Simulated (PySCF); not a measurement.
**[Ge3]+: doublet, from a equilateral triangle start**

Aim: relax [Ge3]+ as a doublet from a equilateral triangle start, check by its vibrations whether the end is a minimum, and collect its spectrum and constants.

The runs use PySCF 2.14.0; PBE0, basis Ge def2-TZVP, no relativity, density fitting.

**1. Starting geometry**

3 atoms, charge 1, spin multiplicity 2.

Bond lengths: Ge1–Ge2 2.420 Å, Ge1–Ge3 2.420 Å, Ge2–Ge3 2.420 Å. Angles: Ge2–Ge1–Ge3 60.0°, Ge1–Ge2–Ge3 60.0°, Ge1–Ge3–Ge2 60.0°.

```xyz
3
charge 1 multiplicity 2
Ge    0.6986   -1.2100    0.0000
Ge   -1.3972    0.0000    0.0000
Ge    0.6986    1.2100    0.0000
```

**2. The SCF at the typed geometry**

The steps below are one call of a driver around PySCF. For each, scf.py gives the equivalent set-up of the SCF; relaxations use the driver's own optimiser. After this first run the driver tries any further starts and a stability analysis.

Input file scf.py:

```python
from pyscf import gto, scf, dft
mol = gto.M(atom='''
Ge     0.698600    -1.210010     0.000000
Ge    -1.397190     0.000010     0.000000
Ge     0.698590     1.210010     0.000000''',
    basis={'Ge': 'def2-TZVP'},
    charge=1, spin=1)
mf = dft.UKS(mol, xc='PBE0')
mf.grids.atom_grid = (50, 194)
aux = {'Ge': 'def2-universal-JKFIT'}
mf = mf.density_fit(auxbasis=aux)
mf.conv_tol = 1e-08
mf.diis_space = 10
mf.max_cycle = 60
mf.init_guess = 'minao'
mf.verbose = 4
mf.kernel()
```

The run is started by

```bash
> OMP_NUM_THREADS=4 python axn.py task.json out
```

The runs that follow: Relaxation: equilateral triangle start, doublet; Relaxing without the symmetry constraint; Hessian and properties.

What does the calculation give? Wanted: minimum; geometry; wavenumbers; dipole moment; highest occupied, lowest empty level; polar-tensor charge of Ge1; zero-point energy; ⟨S²⟩.

The runs gave:

```
                                          quantity                                                                   value
                                           minimum                                                            doublet, C2v
                                          geometry  Ge–Ge 2.402 Å (×2), Ge–Ge 2.645 Å; Ge–Ge–Ge 56.6° (×2), Ge–Ge–Ge 66.8°
                                wavenumbers (cm⁻¹)                                            118 (a1), 142 (b2), 269 (a1)
                    dipole moment (centre of mass)                                                                  0.25 D
highest occupied, lowest empty level (either spin)                                                        -11.83, -9.46 eV
                        polar-tensor charge of Ge1                                                                 +0.26 e
                                 zero-point energy                                                              3.2 kJ/mol
                               entropy at 298.15 K                                                         326.7 J/(mol K)
                                              ⟨S²⟩                                                                   1.317
```

In words: From D3h at the start the molecule goes to a C2v minimum. The determinant is spin-contaminated (⟨S²⟩ = 1.32 against 0.75), so it is no pure spin state. The strongest infrared band lies at 142 cm⁻¹ (b2). The first SCF alone would have been 26 kJ/mol too high. Other starts or spin states, not run here, may lie lower.
